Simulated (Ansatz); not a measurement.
# C2H5AlOS2: a ladder of functionals and wavefunction methods

An exercise on one series of results from a longer session: the logs are not shown, and one member is left open.

Program: Ansatz 0.2.0, Gaussian basis. Level of theory: functionals in def2-TZVPP, the program's frozen cores in correlated methods. These are calculated values, not measurements.

The runs, in order: LDA (SPW92), PBE-D4, revPBE-D4, BLYP-D4, r2SCAN-D4, B97M-V, PBE0-D4, B3LYP-D4, r2SCANh-D4, r2SCAN0-D4, HSE06-D4, BHLYP-D4, CAM-B3LYP-D4, LC-ωPBE, ωB97X-V, ωB97M-V, B2PLYP, PBE-QIDH; CCSD(T)/def2-SVP; CCSD(T)/def2-TZVPP; MP2/def2-QZVPP; extrapolation to the limit; RPA on PBE.

## The relaxed structure

An earlier PBE0-D4 in a triple-zeta def2 set relaxation fixed the geometry.

11 atoms, charge 0, spin multiplicity 1.

Atoms are counted from 1 here; the program's logs count them from 0.

Bond lengths: C1–Al2 1.945 Å, C1–H7 1.093 Å, C1–H8 1.095 Å, C1–H9 1.095 Å, Al2–O3 1.903 Å, Al2–S5 2.381 Å, Al2–H10 1.583 Å, O3–C4 1.266 Å, C4–S5 1.699 Å, C4–S6 1.735 Å, S6–H11 1.345 Å. Angles: Al2–C1–H7 112.1°, Al2–C1–H8 111.1°, Al2–C1–H9 111.1°, H7–C1–H8 107.8°, H7–C1–H9 107.6°, H8–C1–H9 107.0°, C1–Al2–O3 111.9°, C1–Al2–S5 114.1°, C1–Al2–H10 125.0°, O3–Al2–S5 72.6°, O3–Al2–H10 109.5°, S5–Al2–H10 111.6°, Al2–O3–C4 97.8°, O3–C4–S5 119.0°, O3–C4–S6 120.8°, S5–C4–S6 120.2°, Al2–S5–C4 70.7°, C4–S6–H11 94.7°.

Set-up of the first run:

File in.yaml:

```yaml
crystal:
  periodic: [false, false, false]
  atoms:
    - {symbol: C, position_ang: [0.438024, -1.991739, -0.456187]}
    - {symbol: Al, position_ang: [0.868049, -0.096139, -0.532881]}
    - {symbol: O, position_ang: [0.121970, 0.861874, 0.931951]}
    - {symbol: C, position_ang: [-0.754447, 1.507705, 0.285071]}
    - {symbol: S, position_ang: [-0.885681, 1.265740, -1.391354]}
    - {symbol: S, position_ang: [-1.808139, 2.627120, 1.090274]}
    - {symbol: H, position_ang: [-0.596480, -2.166905, -0.149485]}
    - {symbol: H, position_ang: [1.090330, -2.515405, 0.250069]}
    - {symbol: H, position_ang: [0.578076, -2.466616, -1.432335]}
    - {symbol: H, position_ang: [2.292752, 0.498775, -0.883867]}
    - {symbol: H, position_ang: [-1.279054, 2.418492, 2.309443]}
basis:
  gaussian: {orbitals: def2-TZVPP}
hamiltonian: {xc: lda}
output: {orbitals: {seedname: orbitals}}
```

Steps of the session up to this table: LDA; PBE-D4 (GGA); revPBE-D4 (GGA); BLYP-D4 (GGA); r2SCAN-D4 (meta-GGA); B97M-V (meta-GGA); PBE0-D4 (hybrid); B3LYP-D4 (hybrid); r2SCANh-D4 (hybrid); r2SCAN0-D4 (hybrid); HSE06-D4 (hybrid); BHLYP-D4 (hybrid); CAM-B3LYP-D4 (range-separated); LC-ωPBE (range-separated); ωB97X-V (range-separated); ωB97M-V (range-separated); B2PLYP (double hybrid); PBE-QIDH (double hybrid).

One of the session's tables, all rows but one given; the rest of the session is left out.

It belongs to the step «Frontier levels by functional». 

```
  functional  HOMO (eV)  LUMO (eV)  gap (eV)
 LDA (SPW92)      -6.55      -2.85      3.70
      PBE-D4      -6.44      -2.64      3.79
   revPBE-D4      -6.39      -2.57      3.82
     BLYP-D4      -6.29      -2.50      3.80
   r2SCAN-D4      -6.72      -2.53      4.18
      B97M-V          ?          ?         ?
     PBE0-D4      -7.62      -1.79      5.83
    B3LYP-D4      -7.40      -1.99      5.42
  r2SCANh-D4      -7.15      -2.21      4.94
  r2SCAN0-D4      -7.81      -1.72      6.09
    HSE06-D4      -7.23      -2.17      5.06
    BHLYP-D4      -8.68      -0.74      7.94
CAM-B3LYP-D4      -8.91      -0.69      8.23
     LC-ωPBE     -10.27       0.35     10.62
     ωB97X-V      -9.92       0.34     10.26
     ωB97M-V      -9.73       0.32     10.05
```

**Question.** Estimate the row for B97M-V.

**Answer.** HOMO (eV): -6.79; LUMO (eV): -2.46; gap (eV): 4.33. In the column «HOMO (eV)» it lies between r2SCANh-D4 (-7.15) and r2SCAN-D4 (-6.72).
